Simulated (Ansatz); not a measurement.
Turn this script for the Python package of Ansatz (0.2.0) into the input file that the command-line program reads.

Script `c2h5zn_deck.py`:
```python
"""Run C2H5Zn from an input written out key by key."""

import ansatz as az

deck = {
    "crystal": {
        "periodic": [False, False, False],
        "atoms": [
            {"symbol": "C", "position_ang": [-0.5144, 0.5036, -0.2489]},
            {"symbol": "C", "position_ang": [0.324, -0.6211, 0.1234]},
            {"symbol": "Zn", "position_ang": [2.0489, -0.0159, 1.1588]},
            {"symbol": "H", "position_ang": [-1.3845, 0.1889, -0.8061]},
            {"symbol": "H", "position_ang": [0.0019, 1.2388, -0.933]},
            {"symbol": "H", "position_ang": [-0.8845, 1.1046, 0.6526]},
            {"symbol": "H", "position_ang": [0.6878, -1.1567, -0.7826]},
            {"symbol": "H", "position_ang": [-0.187, -1.2994, 0.7802]},
        ],
    },
    "magnetization": {"spin_polarized": True, "initial_magnetization": 1},
    "basis": {"gaussian": {"orbitals": "def2-SVP"}},
    "hamiltonian": {"xc": "pbe0"},
}
session = az.Session.from_dict(deck)
data = session.plan(threads=1).execute().report

print("reference energy %16.6f eV" % data["reference_energy_ev"])
print("total energy     %16.6f eV" % data["free_energy_ev"])
print("occupied orbitals outside the frozen core (up, down):", data["n_occupied"], " frozen:", data["n_frozen"], " virtual:", data["n_virtual"])
symbols = ["C", "C", "Zn", "H", "H", "H", "H", "H"]
state = data["mean_field"]["state"]
print(f"mean field: {state['energy']['hartree']:.7f} Ha, <S^2> = {abs(state['spin_squared']):.4f}, stability: {state.get('stability', {}).get('kind')}")
```

Output of `python c2h5zn_deck.py`:
```text
reference energy    -50555.960413 eV
total energy        -50555.960413 eV
occupied orbitals outside the frozen core (up, down): [24, 23]  frozen: 0  virtual: [60, 61]
mean field: -1857.8972771 Ha, <S^2> = 0.7573, stability: minimum
```

`input.yaml`:
```yaml
crystal:
  periodic: [false, false, false]
  atoms:
    - { symbol: C, position_ang: [-0.5144, 0.5036, -0.2489] }
    - { symbol: C, position_ang: [0.324, -0.6211, 0.1234] }
    - { symbol: Zn, position_ang: [2.0489, -0.0159, 1.1588] }
    - { symbol: H, position_ang: [-1.3845, 0.1889, -0.8061] }
    - { symbol: H, position_ang: [0.0019, 1.2388, -0.933] }
    - { symbol: H, position_ang: [-0.8845, 1.1046, 0.6526] }
    - { symbol: H, position_ang: [0.6878, -1.1567, -0.7826] }
    - { symbol: H, position_ang: [-0.187, -1.2994, 0.7802] }
magnetization:
  spin_polarized: true
  initial_magnetization: 1
basis:
  gaussian: { orbitals: def2-SVP }
hamiltonian:
  xc: pbe0
```

Launched from the shell:
```console
$ ansatz run input.yaml --threads 1 --pin off --max-ram 4096MiB --backend cpu --events-out ev --progress --plain --runs-dir out
Engine: ansatz 0.2.0, aarch64-unknown-linux-gnu
Functional definition: PBE0
  parameter a = 0.25
  parameter kappa = 0.804
  parameter beta = 0.06672455060314922
  exchange = (1 - a)*pbe_x(kappa = kappa, mu = beta*pi^2/3) + a*exact_x
  correlation = pbe_c(beta = beta)
848 factors; integrals over basis functions are off by at most 1.2e-3 eV
mean field evaluation 1: about -50546.9949 eV, gradient 4.1e1 eV
mean field evaluation 2: about -50534.8690 eV, gradient 6.1e1 eV
mean field evaluation 4: about -50555.7736 eV, gradient 2.1e0 eV
mean field evaluation 8: about -50555.9599 eV, gradient 1.9e-1 eV
mean field evaluation 16: about -50555.9604 eV, gradient 1.9e-4 eV
mean field -50555.96037960 eV, -1857.8972758895 hartree, gradient 2.5e-5 eV, S^2 0.757297; 0 other end points of the search recorded, 0 dependent functions left out
reference -50555.96041347 eV, -1857.8972771341 hartree; 24, 23 occupied and 60, 61 virtual orbitals, 848 factors
Total energy: -50555.96041347 eV, -1857.8972771341 hartree
```

What to keep in mind:
- Total energies depend on the basis set; only differences at equal settings carry meaning.
- The geometry is a force-field or estimated start, not a minimum of this method, and the basis set is short of its limit.
- The species is open-shell (spin multiplicity 2).
- Wall time of the script: 5.1 s on 1 thread of Arm Neoverse V2, on a shared host, peak memory 0.26 GiB.

(Lines on the test bed's own set-up are left out of the output.)
